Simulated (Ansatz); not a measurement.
**CuTe (Pmmn): one cell, many starting occupations (series 2)**

Aim: start the open shells of CuTe (Pmmn) from different occupation matrices at one fixed cell, and see in which states the SCF ends. Cell and atoms stay fixed.

Program: Ansatz 0.2.0. Level of theory: DFT PBEsol+U (U_eff = 5 eV on Cu d), plane waves, PAW. These are calculated values, not measurements.

### 1 The system as given

The structure is orthorhombic, space group Pmmn (No. 59). Conventional cell: a = 3.100 Å, b = 4.020 Å, c = 6.860 Å, α = 90.00°, β = 90.00°, γ = 90.00°. Around Cu (site symmetry mm2) lie 4 Te at 2.54 to 2.73 Å and 4 Cu at 2.63 Å. Te (site symmetry mm2) has 4 Cu at 2.54 to 2.73 Å as nearest neighbours.

Coordinates:

```cif
data_structure
_symmetry_space_group_name_H-M 'P 1'
_symmetry_Int_Tables_number 1
_cell_length_a 6.2000
_cell_length_b 4.0200
_cell_length_c 6.8600
_cell_angle_alpha 90.000
_cell_angle_beta 90.000
_cell_angle_gamma 90.000
_cell_volume 170.98
loop_
_atom_site_label
_atom_site_type_symbol
_atom_site_fract_x
_atom_site_fract_y
_atom_site_fract_z
_atom_site_occupancy
Cu1 Cu 0.00000 0.50000 0.44900 1
Cu2 Cu 0.25000 0.00000 0.55100 1
Te1 Te 0.00000 0.00000 0.22300 1
Te2 Te 0.25000 0.50000 0.77700 1
Cu3 Cu 0.50000 0.50000 0.44900 1
Cu4 Cu 0.75000 0.00000 0.55100 1
Te3 Te 0.50000 0.00000 0.22300 1
Te4 Te 0.75000 0.50000 0.77700 1
```

Magnetic order typed: antiferromagnetic, doubled cell 1/2 0 0.

The runs: random orbitals: single harmonics, second filling; random orbitals: fully mixed, first filling; random orbitals: single harmonics, first filling; random orbitals: fully mixed, one electron more; random orbitals: drawn by pairs, second filling.

An earlier series on this cell reached its lowest free state from «random orbitals: single harmonics, first filling», perhaps among other starts (it ended without moments).

### 2 Random orbitals: single harmonics, second filling

Input file input.yaml:

```yaml
crystal:
  lattice:
    - [6.19999952, 0.0, 0.0]
    - [0.0, 4.01999969, 0.0]
    - [0.0, 0.0, 6.85999947]
  atoms:
    - { symbol: Cu, position: [0.0, 0.5, 0.449], spin: 1.0 }
    - { symbol: Cu, position: [0.25, 0.0, 0.551], spin: 1.0 }
    - { symbol: Te, position: [0.0, 0.0, 0.223] }
    - { symbol: Te, position: [0.25, 0.5, 0.777] }
    - { symbol: Cu, position: [0.5, 0.5, 0.449], spin: -1.0 }
    - { symbol: Cu, position: [0.75, 0.0, 0.551], spin: -1.0 }
    - { symbol: Te, position: [0.5, 0.0, 0.223] }
    - { symbol: Te, position: [0.75, 0.5, 0.777] }
basis:
  ecutwfc: 420
  ecutrho_ratio: 4
kpoints:
  mp_grid: { grid: [3, 5, 3] }
hamiltonian:
  xc: pbesol
  hubbard:
    sites:
      - { site: 0, l: d, u_eff: 5.0, starting_ns: [{ spin: up, occupation_matrix: s0up }, { spin: down, occupation_matrix: s0down }] }
      - { site: 1, l: d, u_eff: 5.0, starting_ns: [{ spin: up, occupation_matrix: s1up }, { spin: down, occupation_matrix: s1down }] }
      - { site: 4, l: d, u_eff: 5.0, starting_ns: [{ spin: up, occupation_matrix: s4up }, { spin: down, occupation_matrix: s4down }] }
      - { site: 5, l: d, u_eff: 5.0, starting_ns: [{ spin: up, occupation_matrix: s5up }, { spin: down, occupation_matrix: s5down }] }
    occupation_matrices:
      s0up:
        matrix:
          - [0.97, 0.0, 0.0, 0.0, 0.0]
          - [0.0, 0.97, 0.0, 0.0, 0.0]
          - [0.0, 0.0, 0.97, 0.0, 0.0]
          - [0.0, 0.0, 0.0, 0.97, 0.0]
          - [0.0, 0.0, 0.0, 0.0, 0.97]
      s0down:
        matrix:
          - [0.97, 0.0, 0.0, 0.0, 0.0]
          - [0.0, 0.97, 0.0, 0.0, 0.0]
          - [0.0, 0.0, 0.02, 0.0, 0.0]
          - [0.0, 0.0, 0.0, 0.97, 0.0]
          - [0.0, 0.0, 0.0, 0.0, 0.97]
      s1up:
        matrix:
          - [0.97, 0.0, 0.0, 0.0, 0.0]
          - [0.0, 0.97, 0.0, 0.0, 0.0]
          - [0.0, 0.0, 0.97, 0.0, 0.0]
          - [0.0, 0.0, 0.0, 0.97, 0.0]
          - [0.0, 0.0, 0.0, 0.0, 0.97]
      s1down:
        matrix:
          - [0.97, 0.0, 0.0, 0.0, 0.0]
          - [0.0, 0.97, 0.0, 0.0, 0.0]
          - [0.0, 0.0, 0.02, 0.0, 0.0]
          - [0.0, 0.0, 0.0, 0.97, 0.0]
          - [0.0, 0.0, 0.0, 0.0, 0.97]
      s4up:
        matrix:
          - [0.97, 0.0, 0.0, 0.0, 0.0]
          - [0.0, 0.97, 0.0, 0.0, 0.0]
          - [0.0, 0.0, 0.02, 0.0, 0.0]
          - [0.0, 0.0, 0.0, 0.97, 0.0]
          - [0.0, 0.0, 0.0, 0.0, 0.97]
      s4down:
        matrix:
          - [0.97, 0.0, 0.0, 0.0, 0.0]
          - [0.0, 0.97, 0.0, 0.0, 0.0]
          - [0.0, 0.0, 0.97, 0.0, 0.0]
          - [0.0, 0.0, 0.0, 0.97, 0.0]
          - [0.0, 0.0, 0.0, 0.0, 0.97]
      s5up:
        matrix:
          - [0.97, 0.0, 0.0, 0.0, 0.0]
          - [0.0, 0.97, 0.0, 0.0, 0.0]
          - [0.0, 0.0, 0.02, 0.0, 0.0]
          - [0.0, 0.0, 0.0, 0.97, 0.0]
          - [0.0, 0.0, 0.0, 0.0, 0.97]
      s5down:
        matrix:
          - [0.97, 0.0, 0.0, 0.0, 0.0]
          - [0.0, 0.97, 0.0, 0.0, 0.0]
          - [0.0, 0.0, 0.97, 0.0, 0.0]
          - [0.0, 0.0, 0.0, 0.97, 0.0]
          - [0.0, 0.0, 0.0, 0.0, 0.97]
    ns_hold: { iters: 12 }
scf:
  occupations: { method: gaussian, width: 0.05 }
  lower_state_search: "off"
  max_iter: 150
output:
  forces: true
  stress: true
  eigenvalues: true
  populations: true
  hubbard:
    sites:
      - { site: 0, l: d }
      - { site: 1, l: d }
      - { site: 4, l: d }
      - { site: 5, l: d }
magnetization:
  spin_polarized: true
```

The typed matrices put 0.97 on the chosen orbitals and 0.02 on the others, and are held for 12 cycles.

Run with:

```sh
$ ansatz run input.yaml --threads 4 --pin off --max-ram 6144MiB --backend cpu --events-out ev --progress --plain --runs-dir out
```

What it wrote, shortened:

```text
Warning: RAYON_NUM_THREADS=4 ignored (pool sized by the plan → 4); use --threads N
Cu: projections on atomic orbitals take those of the free atom [Ne] 3s2 3p6 3d10 4s1, of charge +0.00 (hamiltonian.pseudopotentials.projection_atoms); the dataset's partial waves leave at most 2.0e-6 of an orbital's norm unspanned inside its sphere
Te: projections on atomic orbitals take those of the free atom [Kr] 4d10 5s2 5p4, of charge +0.00 (hamiltonian.pseudopotentials.projection_atoms); the dataset's partial waves leave at most 7.8e-6 of an orbital's norm unspanned inside its sphere
[...]
Pseudopotentials: kind: paw
Pseudopotential: Cu, paw, valence charge 19, recommended cutoff 420 eV (normal), Cu.paw.azcp
Pseudopotential: Te, paw, valence charge 16, recommended cutoff 420 eV (normal), Te.paw.azcp
Functional definition: PBEsol
[...]
Crystal: 8 atoms, lattice volume = 170.979 Å³
Basis set: ecut = 420 eV, 3355 PW (Γ), exchange–correlation on 90×54×96 points (8 copies of the dense FFT grid, shifted against one another)
Bands: 87, of which v1, the nominal top of the filled ones, is band 70 counted from 1 (69 counted from 0)
Symmetry: 4 space group operations
Space group: P21/m (ITA 11), of the structure as read, at distance tolerance 5.6e-5 Å
Magnetic group: BNS 11.55 (UNI 62), of the structure as read, at distance tolerance 5.6e-5 Å
k-points: 15 of 45
[...]
Starting moments: Σ|m| = 4 μB on 4 of 8 sites
Starting magnetic order: antiferromagnet; a translation exchanges its spin sublattices: spin-degenerate at every k-point
[...]
WARN: the starting moments were not kept: the SCF closed with an absolute magnetisation of 8.7e-6 μB, where they sum to 4 μB in size (4 sites). That is at most 0.1 of that sum. Measured as dr2_m measures the in/out step, that magnetisation stands 4.1e-12 eV from none, at or under the [...]
WARN: hamiltonian.hubbard: on 4 of 8 specified blocks the occupation matrix of this SCF's result fails the test of the specified filling. At site 0 ↓ (sites count from 0 in the list of atoms of the cell that this SCF solves) the least filled combination of the orbitals specified full has [...]
  Cu1 d_3D: site group C2v (mm2)
  Cu1 d_3D up     Tr n = 4.9289  λ = 0.976 0.986 0.986 0.988 0.993  [yz 1.00 B2(1.00) | xz 1.00 B1(1.00) | xy 1.00 A2(1.00) | z2 1.00 A1(1.00) | x2-y2 1.00 A1(1.00)]
  Cu1 d_3D dn     Tr n = 4.9289  λ = 0.976 0.986 0.986 0.988 0.993  [yz 1.00 B2(1.00) | xz 1.00 B1(1.00) | xy 1.00 A2(1.00) | z2 1.00 A1(1.00) | x2-y2 1.00 A1(1.00)]
  specified occupation → Cu1 d_3D up: matrix, ‖Δ‖_F = 0.0375, Tr Δ = -0.0789, displaced = 0.0394, d_λ = 0.0375; orbital distance = 0.0000
  specified occupation → Cu1 d_3D dn: matrix, ‖Δ‖_F = 0.9564, Tr Δ = -1.0289, displaced = 0.5144, d_λ = 0.9564; orbital distance = 0.0000
  Cu4 d_3D: site group C2v (mm2)
  Cu4 d_3D up     Tr n = 4.9289  λ = 0.976 0.986 0.986 0.988 0.993  [yz 1.00 B2(1.00) | xz 1.00 B1(1.00) | xy 1.00 A2(1.00) | z2 1.00 A1(1.00) | x2-y2 1.00 A1(1.00)]
  Cu4 d_3D dn     Tr n = 4.9289  λ = 0.976 0.986 0.986 0.988 0.993  [yz 1.00 B2(1.00) | xz 1.00 B1(1.00) | xy 1.00 A2(1.00) | z2 1.00 A1(1.00) | x2-y2 1.00 A1(1.00)]
  specified occupation → Cu4 d_3D up: matrix, ‖Δ‖_F = 0.9564, Tr Δ = -1.0289, displaced = 0.5144, d_λ = 0.9564; orbital distance = 0.0000
  specified occupation → Cu4 d_3D dn: matrix, ‖Δ‖_F = 0.0375, Tr Δ = -0.0789, displaced = 0.0394, d_λ = 0.0375; orbital distance = 0.0000
  Cu5 d_3D: site group C2v (mm2)
  Cu5 d_3D up     Tr n = 4.9289  λ = 0.976 0.986 0.986 0.988 0.993  [yz 1.00 B2(1.00) | xz 1.00 B1(1.00) | xy 1.00 A2(1.00) | z2 1.00 A1(1.00) | x2-y2 1.00 A1(1.00)]
  Cu5 d_3D dn     Tr n = 4.9289  λ = 0.976 0.986 0.986 0.988 0.993  [yz 1.00 B2(1.00) | xz 1.00 B1(1.00) | xy 1.00 A2(1.00) | z2 1.00 A1(1.00) | x2-y2 1.00 A1(1.00)]
  specified occupation → Cu5 d_3D up: matrix, ‖Δ‖_F = 0.9564, Tr Δ = -1.0289, displaced = 0.5144, d_λ = 0.9564; orbital distance = 0.0000
  specified occupation → Cu5 d_3D dn: matrix, ‖Δ‖_F = 0.0375, Tr Δ = -0.0789, displaced = 0.0394, d_λ = 0.0375; orbital distance = 0.0000
  Tr n, λ and their labels are of the run-group-symmetrised matrices; stabiliser: 32 of 32 elements of G0×{1,Θ} (closed), max defect 8.6e-8 at τ = 2.3e-5
```

Run time: 24 s. Hardware: 4 threads of Arm Neoverse V2, shared host; peak memory 0.88 GiB.

It ends with no gap, pressure 2.0 GPa, no moment over 0.05 μB in any sphere, largest force component 0.37 eV/Å, 4 symmetry operations imposed. The program reports that the typed filling wasn't kept.

The shells' filling, with natural orbitals sorted by occupation:

```tsv
shell	channel	electrons	over 0.8	0.2 to 0.8	under 0.2
Cu 3d (atom 1)	up	4.93	5	0	0
Cu 3d (atom 1)	down	4.93	5	0	0
```

### 3 Random orbitals: fully mixed, first filling

input.yaml: that of step 2 with these lines changed.

```diff
@@ -37,7 +37,7 @@
         matrix:
-          - [0.97, 0.0, 0.0, 0.0, 0.0]
-          - [0.0, 0.97, 0.0, 0.0, 0.0]
-          - [0.0, 0.0, 0.02, 0.0, 0.0]
-          - [0.0, 0.0, 0.0, 0.97, 0.0]
-          - [0.0, 0.0, 0.0, 0.0, 0.97]
+          - [0.94861, -0.05848, -0.1141, -0.0328, 0.04849]
+          - [-0.05848, 0.81016, -0.31188, -0.08967, 0.13255]
+          - [-0.1141, -0.31188, 0.36145, -0.17496, 0.25863]
+          - [-0.0328, -0.08967, -0.17496, 0.9197, 0.07436]
+          - [0.04849, 0.13255, 0.25863, 0.07436, 0.86008]
       s1up:
@@ -51,14 +51,14 @@
         matrix:
-          - [0.97, 0.0, 0.0, 0.0, 0.0]
-          - [0.0, 0.97, 0.0, 0.0, 0.0]
-          - [0.0, 0.0, 0.02, 0.0, 0.0]
-          - [0.0, 0.0, 0.0, 0.97, 0.0]
-          - [0.0, 0.0, 0.0, 0.0, 0.97]
+          - [0.94861, -0.05848, -0.1141, -0.0328, 0.04849]
+          - [-0.05848, 0.81016, -0.31188, -0.08967, 0.13255]
+          - [-0.1141, -0.31188, 0.36145, -0.17496, 0.25863]
+          - [-0.0328, -0.08967, -0.17496, 0.9197, 0.07436]
+          - [0.04849, 0.13255, 0.25863, 0.07436, 0.86008]
       s4up:
         matrix:
-          - [0.97, 0.0, 0.0, 0.0, 0.0]
-          - [0.0, 0.97, 0.0, 0.0, 0.0]
-          - [0.0, 0.0, 0.02, 0.0, 0.0]
-          - [0.0, 0.0, 0.0, 0.97, 0.0]
-          - [0.0, 0.0, 0.0, 0.0, 0.97]
+          - [0.94861, -0.05848, -0.1141, -0.0328, 0.04849]
+          - [-0.05848, 0.81016, -0.31188, -0.08967, 0.13255]
+          - [-0.1141, -0.31188, 0.36145, -0.17496, 0.25863]
+          - [-0.0328, -0.08967, -0.17496, 0.9197, 0.07436]
+          - [0.04849, 0.13255, 0.25863, 0.07436, 0.86008]
       s4down:
@@ -72,7 +72,7 @@
         matrix:
-          - [0.97, 0.0, 0.0, 0.0, 0.0]
-          - [0.0, 0.97, 0.0, 0.0, 0.0]
-          - [0.0, 0.0, 0.02, 0.0, 0.0]
-          - [0.0, 0.0, 0.0, 0.97, 0.0]
-          - [0.0, 0.0, 0.0, 0.0, 0.97]
+          - [0.94861, -0.05848, -0.1141, -0.0328, 0.04849]
+          - [-0.05848, 0.81016, -0.31188, -0.08967, 0.13255]
+          - [-0.1141, -0.31188, 0.36145, -0.17496, 0.25863]
+          - [-0.0328, -0.08967, -0.17496, 0.9197, 0.07436]
+          - [0.04849, 0.13255, 0.25863, 0.07436, 0.86008]
       s5down:
```

The typed matrices put 0.97 on the chosen orbitals and 0.02 on the others, and are held for 12 cycles.

Run with:

```sh
$ ansatz run input.yaml --threads 4 --pin off --max-ram 6144MiB --backend cpu --events-out ev --progress --plain --runs-dir out
```

What it wrote, shortened:

```text
Warning: crystal.symmetry: narrowed to the stabiliser of the occupation matrices — unitary ops 4 → 2, anti-unitary 4 → 2; lowered by the specified shells (site 0, l: d), (site 1, l: d), (site 4, l: d), (site 5, l: d); largest admitted image defect 4.4e-16, smallest excluded 6.2e-1 — at a [...]
Warning: RAYON_NUM_THREADS=4 ignored (pool sized by the plan → 4); use --threads N
Cu: projections on atomic orbitals take those of the free atom [Ne] 3s2 3p6 3d10 4s1, of charge +0.00 (hamiltonian.pseudopotentials.projection_atoms); the dataset's partial waves leave at most 2.0e-6 of an orbital's norm unspanned inside its sphere
Te: projections on atomic orbitals take those of the free atom [Kr] 4d10 5s2 5p4, of charge +0.00 (hamiltonian.pseudopotentials.projection_atoms); the dataset's partial waves leave at most 7.8e-6 of an orbital's norm unspanned inside its sphere
[...]
[... 4 set-up lines as earlier in the session ...]
[...]
Crystal: 8 atoms, lattice volume = 170.979 Å³
Basis set: ecut = 420 eV, 3355 PW (Γ), exchange–correlation on 90×54×96 points (8 copies of the dense FFT grid, shifted against one another)
[...]
WARN: the starting moments were not kept: the SCF closed with an absolute magnetisation of 4.9e-6 μB, where they sum to 4 μB in size (4 sites). That is at most 0.1 of that sum. Measured as dr2_m measures the in/out step, that magnetisation stands 3.1e-12 eV from none, at or under the [...]
WARN: hamiltonian.hubbard: on 4 of 8 specified blocks the occupation matrix of this SCF's result fails the test of the specified filling. At site 0 ↓ (sites count from 0 in the list of atoms of the cell that this SCF solves) the least filled combination of the orbitals specified full has [...]
  specified occupation → Cu1 d_3D dn: matrix, ‖Δ‖_F = 0.9604, Tr Δ = -1.0289, displaced = 0.5144, d_λ = 0.9564; orbital distance = 0.8478
  Cu4 d_3D: site group C2v (mm2)
  Cu4 d_3D up     Tr n = 4.9289  λ = 0.976 0.986 0.986 0.988 0.993  [yz 1.00 B2(1.00) | 2× xz 0.50 B1(0.50) | z2 1.00 A1(1.00) | x2-y2 1.00 A1(1.00)]
  Cu4 d_3D dn     Tr n = 4.9289  λ = 0.976 0.986 0.986 0.988 0.993  [yz 1.00 B2(1.00) | 2× xz 0.50 B1(0.50) | z2 1.00 A1(1.00) | x2-y2 1.00 A1(1.00)]
  specified occupation → Cu4 d_3D up: matrix, ‖Δ‖_F = 0.9604, Tr Δ = -1.0289, displaced = 0.5144, d_λ = 0.9564; orbital distance = 0.8478
  specified occupation → Cu4 d_3D dn: matrix, ‖Δ‖_F = 0.0375, Tr Δ = -0.0789, displaced = 0.0394, d_λ = 0.0375; orbital distance = 0.0000
  Cu5 d_3D: site group C2v (mm2)
  Cu5 d_3D up     Tr n = 4.9289  λ = 0.976 0.986 0.986 0.988 0.993  [yz 1.00 B2(1.00) | 2× xz 0.50 B1(0.50) | z2 1.00 A1(1.00) | x2-y2 1.00 A1(1.00)]
  Cu5 d_3D dn     Tr n = 4.9289  λ = 0.976 0.986 0.986 0.988 0.993  [yz 1.00 B2(1.00) | 2× xz 0.50 B1(0.50) | z2 1.00 A1(1.00) | x2-y2 1.00 A1(1.00)]
  specified occupation → Cu5 d_3D up: matrix, ‖Δ‖_F = 0.9604, Tr Δ = -1.0289, displaced = 0.5144, d_λ = 0.9564; orbital distance = 0.8478
  specified occupation → Cu5 d_3D dn: matrix, ‖Δ‖_F = 0.0375, Tr Δ = -0.0789, displaced = 0.0394, d_λ = 0.0375; orbital distance = 0.0000
  Tr n, λ and their labels are of the run-group-symmetrised matrices; stabiliser: 32 of 32 elements of G0×{1,Θ} (closed), max defect 5.3e-7 at τ = 2.3e-4
```

It took 33 s on 4 threads of Arm Neoverse V2, shared host; peak memory 1 GiB.

End state: no gap, pressure 2.0 GPa, no moment over 0.05 μB in any sphere, largest force component 0.37 eV/Å, 2 symmetry operations imposed. The program reports that the typed filling wasn't kept.

How the shells are filled (orbitals counted by the eigenvalues of the occupation matrices):

```tsv
shell	channel	electrons	over 0.8	0.2 to 0.8	under 0.2
Cu 3d (atom 1)	up	4.93	5	0	0
Cu 3d (atom 1)	down	4.93	5	0	0
```

### 4 Random orbitals: single harmonics, first filling

input.yaml: that of step 3 with these lines changed.

```diff
@@ -37,7 +37,7 @@
         matrix:
-          - [0.94861, -0.05848, -0.1141, -0.0328, 0.04849]
-          - [-0.05848, 0.81016, -0.31188, -0.08967, 0.13255]
-          - [-0.1141, -0.31188, 0.36145, -0.17496, 0.25863]
-          - [-0.0328, -0.08967, -0.17496, 0.9197, 0.07436]
-          - [0.04849, 0.13255, 0.25863, 0.07436, 0.86008]
+          - [0.97, 0.0, 0.0, 0.0, 0.0]
+          - [0.0, 0.97, 0.0, 0.0, 0.0]
+          - [0.0, 0.0, 0.97, 0.0, 0.0]
+          - [0.0, 0.0, 0.0, 0.02, 0.0]
+          - [0.0, 0.0, 0.0, 0.0, 0.97]
       s1up:
@@ -51,14 +51,14 @@
         matrix:
-          - [0.94861, -0.05848, -0.1141, -0.0328, 0.04849]
-          - [-0.05848, 0.81016, -0.31188, -0.08967, 0.13255]
-          - [-0.1141, -0.31188, 0.36145, -0.17496, 0.25863]
-          - [-0.0328, -0.08967, -0.17496, 0.9197, 0.07436]
-          - [0.04849, 0.13255, 0.25863, 0.07436, 0.86008]
+          - [0.97, 0.0, 0.0, 0.0, 0.0]
+          - [0.0, 0.02, 0.0, 0.0, 0.0]
+          - [0.0, 0.0, 0.97, 0.0, 0.0]
+          - [0.0, 0.0, 0.0, 0.97, 0.0]
+          - [0.0, 0.0, 0.0, 0.0, 0.97]
       s4up:
         matrix:
-          - [0.94861, -0.05848, -0.1141, -0.0328, 0.04849]
-          - [-0.05848, 0.81016, -0.31188, -0.08967, 0.13255]
-          - [-0.1141, -0.31188, 0.36145, -0.17496, 0.25863]
-          - [-0.0328, -0.08967, -0.17496, 0.9197, 0.07436]
-          - [0.04849, 0.13255, 0.25863, 0.07436, 0.86008]
+          - [0.97, 0.0, 0.0, 0.0, 0.0]
+          - [0.0, 0.97, 0.0, 0.0, 0.0]
+          - [0.0, 0.0, 0.97, 0.0, 0.0]
+          - [0.0, 0.0, 0.0, 0.97, 0.0]
+          - [0.0, 0.0, 0.0, 0.0, 0.02]
       s4down:
@@ -72,7 +72,7 @@
         matrix:
-          - [0.94861, -0.05848, -0.1141, -0.0328, 0.04849]
-          - [-0.05848, 0.81016, -0.31188, -0.08967, 0.13255]
-          - [-0.1141, -0.31188, 0.36145, -0.17496, 0.25863]
-          - [-0.0328, -0.08967, -0.17496, 0.9197, 0.07436]
-          - [0.04849, 0.13255, 0.25863, 0.07436, 0.86008]
+          - [0.97, 0.0, 0.0, 0.0, 0.0]
+          - [0.0, 0.97, 0.0, 0.0, 0.0]
+          - [0.0, 0.0, 0.02, 0.0, 0.0]
+          - [0.0, 0.0, 0.0, 0.97, 0.0]
+          - [0.0, 0.0, 0.0, 0.0, 0.97]
       s5down:
```

The typed matrices put 0.97 on the chosen orbitals and 0.02 on the others, and are held for 12 cycles.

Run with:

```sh
$ ansatz run input.yaml --threads 4 --pin off --max-ram 6144MiB --backend cpu --events-out ev --progress --plain --runs-dir out
```

What it wrote, shortened:

```text
Warning: crystal.symmetry: narrowed to the stabiliser of the occupation matrices — unitary ops 4 → 2, anti-unitary 4 → 0; lowered by the specified shells (site 0, l: d), (site 1, l: d), (site 4, l: d), (site 5, l: d); largest admitted image defect 8.9e-16, smallest excluded 9.5e-1 — at a [...]
Warning: RAYON_NUM_THREADS=4 ignored (pool sized by the plan → 4); use --threads N
Cu: projections on atomic orbitals take those of the free atom [Ne] 3s2 3p6 3d10 4s1, of charge +0.00 (hamiltonian.pseudopotentials.projection_atoms); the dataset's partial waves leave at most 2.0e-6 of an orbital's norm unspanned inside its sphere
Te: projections on atomic orbitals take those of the free atom [Kr] 4d10 5s2 5p4, of charge +0.00 (hamiltonian.pseudopotentials.projection_atoms); the dataset's partial waves leave at most 7.8e-6 of an orbital's norm unspanned inside its sphere
[...]
[... 4 set-up lines as earlier in the session ...]
[...]
Crystal: 8 atoms, lattice volume = 170.979 Å³
Basis set: ecut = 420 eV, 3355 PW (Γ), exchange–correlation on 90×54×96 points (8 copies of the dense FFT grid, shifted against one another)
[...]
WARN: the starting moments were not kept: the SCF closed with an absolute magnetisation of 1.5e-5 μB, where they sum to 4 μB in size (4 sites). That is at most 0.1 of that sum. Measured as dr2_m measures the in/out step, that magnetisation stands 1.5e-11 eV from none, at or under the [...]
WARN: hamiltonian.hubbard: on 4 of 8 specified blocks the occupation matrix of this SCF's result fails the test of the specified filling. At site 0 ↓ (sites count from 0 in the list of atoms of the cell that this SCF solves) the least filled combination of the orbitals specified full has [...]
  specified occupation → Cu1 d_3D dn: matrix, ‖Δ‖_F = 0.9664, Tr Δ = -1.0289, displaced = 0.5145, d_λ = 0.9564; orbital distance = 1.4142
  Cu4 d_3D: site group C2v (mm2)
  Cu4 d_3D up     Tr n = 4.9289  λ = 0.976 0.986 0.986 0.988 0.993  [yz 1.00 B2(1.00) | 2× xz 0.50 B1(0.50) | z2 1.00 A1(1.00) | x2-y2 1.00 A1(1.00)]
  Cu4 d_3D dn     Tr n = 4.9289  λ = 0.976 0.986 0.986 0.988 0.993  [yz 1.00 B2(1.00) | 2× xz 0.50 B1(0.50) | z2 1.00 A1(1.00) | x2-y2 1.00 A1(1.00)]
  specified occupation → Cu4 d_3D up: matrix, ‖Δ‖_F = 0.9666, Tr Δ = -1.0289, displaced = 0.5144, d_λ = 0.9564; orbital distance = 1.4142
  specified occupation → Cu4 d_3D dn: matrix, ‖Δ‖_F = 0.0375, Tr Δ = -0.0789, displaced = 0.0394, d_λ = 0.0375; orbital distance = 0.0000
  Cu5 d_3D: site group C2v (mm2)
  Cu5 d_3D up     Tr n = 4.9289  λ = 0.976 0.986 0.986 0.988 0.993  [yz 1.00 B2(1.00) | 2× xz 0.50 B1(0.50) | z2 1.00 A1(1.00) | x2-y2 1.00 A1(1.00)]
  Cu5 d_3D dn     Tr n = 4.9289  λ = 0.976 0.986 0.986 0.988 0.993  [yz 1.00 B2(1.00) | 2× xz 0.50 B1(0.50) | z2 1.00 A1(1.00) | x2-y2 1.00 A1(1.00)]
  specified occupation → Cu5 d_3D up: matrix, ‖Δ‖_F = 0.9564, Tr Δ = -1.0289, displaced = 0.5144, d_λ = 0.9564; orbital distance = 0.0000
  specified occupation → Cu5 d_3D dn: matrix, ‖Δ‖_F = 0.0375, Tr Δ = -0.0789, displaced = 0.0394, d_λ = 0.0375; orbital distance = 0.0000
  Tr n, λ and their labels are of the run-group-symmetrised matrices; stabiliser: 32 of 32 elements of G0×{1,Θ} (closed), max defect 6.3e-6 at τ = 2.2e-4
```

It took 44 s on 4 threads of Arm Neoverse V2, shared host; peak memory 0.87 GiB.

Result: no gap, pressure 2.0 GPa, no moment over 0.05 μB in any sphere, largest force component 0.37 eV/Å, 2 symmetry operations imposed. The program reports that the typed filling wasn't kept.

How the shells are filled (orbitals counted by the eigenvalues of the occupation matrices):

```tsv
shell	channel	electrons	over 0.8	0.2 to 0.8	under 0.2
Cu 3d (atom 1)	up	4.93	5	0	0
Cu 3d (atom 1)	down	4.93	5	0	0
```

(Part 1 of 2 ends here.)
